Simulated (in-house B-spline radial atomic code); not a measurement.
# Nd⁹⁺: ionisation energy by several methods

Wanted: one ionisation energy, Nd⁹⁺ to configuration [Kr] 4d10 4f2 5s2, up the ladder of functionals.

Program: in-house B-spline radial atomic code version 1. Level of theory: non-relativistic, several functionals, spin-polarised, exact exchange averaged over the configuration; spherical all-electron atom at the radial basis limit. These are calculated values, not measurements, unless marked.

## 1. Starting point

- element: neodymium (Z = 60)
- charge: +9
- electrons: 51
- configuration: [Kr] 4d10 4f2 5s2 5p1
- nucleus: point

Outer shells as boxes (Hund's rule):

[Kr] 4d10 4f2 5s2 5p1
```
[Kr] core
4d [↑↓][↑↓][↑↓][↑↓][↑↓]
4f [↑ ][↑ ][  ][  ][  ][  ][  ]
5s [↑↓]
5p [↑ ][  ][  ]
```

Where spins are not typed, each open shell is filled with up spins first.

## 2. r2SCAN0

Settings of the run:

```ini
Z = 60
electrons = 51.0
configuration = [Kr] 4d10 4f2 5s2 5p1
hamiltonian = nr
method = r2scan0
spin_polarised = True
exact_exchange = averaged over the configuration
```

Run with:

```
> python run_scf.py task.json out
```

The settings of every run stand in task.json; they run in order.

## 3. ωB97X

The settings differ from step 2 so:

```diff
@@ -4,3 +4,3 @@
 hamiltonian = nr
-method = r2scan0
+method = wb97x
 spin_polarised = True
```

## 4. HSE06

The settings differ from step 3 so:

```diff
@@ -4,3 +4,3 @@
 hamiltonian = nr
-method = wb97x
+method = hse06
 spin_polarised = True
```

## 5. BHandHLYP

The settings differ from step 4 so:

```diff
@@ -4,3 +4,3 @@
 hamiltonian = nr
-method = hse06
+method = bhandhlyp
 spin_polarised = True
```

## 6. M06-2X

The settings differ from step 5 so:

```diff
@@ -4,3 +4,3 @@
 hamiltonian = nr
-method = bhandhlyp
+method = m062x
 spin_polarised = True
```

## 7. PBE0

The settings differ from step 6 so:

```diff
@@ -4,3 +4,3 @@
 hamiltonian = nr
-method = m062x
+method = pbe0
 spin_polarised = True
```

Before running: The tabulated ionisation energy is 152 ± 8 eV (tabulated theoretical; NIST Atomic Spectra Database). What does each method give, and which comes nearest?

**Answer**, as computed:

| method | rung | total energy (hartree) | ΔSCF (eV) | −ε highest (eV) | ΔSCF less tabulated (eV) |
| --- | --- | --- | --- | --- | --- |
| r2SCAN0 | global hybrid | -9266.0675 | 141.85 | 136.66 (5p up) | -10.15 |
| BHandHLYP | global hybrid | -9266.1560 | 141.93 | 138.28 (5p up) | -10.07 |
| M06-2X | global hybrid | -9266.7692 | 141.33 | 138.20 (5p up) | -10.67 |
| PBE0 | global hybrid | -9265.6987 | 141.99 | 136.55 (5p up) | -10.01 |
| ωB97X | range-separated hybrid | -9266.3165 | 141.86 | 139.01 (5p up) | -10.14 |
| HSE06 | range-separated hybrid | -9265.5297 | 142.03 | 136.09 (5p up) | -9.97 |

What this shows: Against the tabulated ionisation energy, 152 ± 8 eV (tabulated theoretical; NIST Atomic Spectra Database), the best here is HSE06 (-9.97 eV) and the worst M06-2X (-10.67 eV, or 7.0 %). All methods miss on the same side by much the same amount, which points to something that they share. These runs lack relativity altogether, which can outweigh the gaps between the methods, so the nearest may be so by luck. These runs leave out relativity, which matters at this nuclear charge. Open shells are averaged (over orientations, and over spins where the run is restricted), while tables refer to the lowest levels.
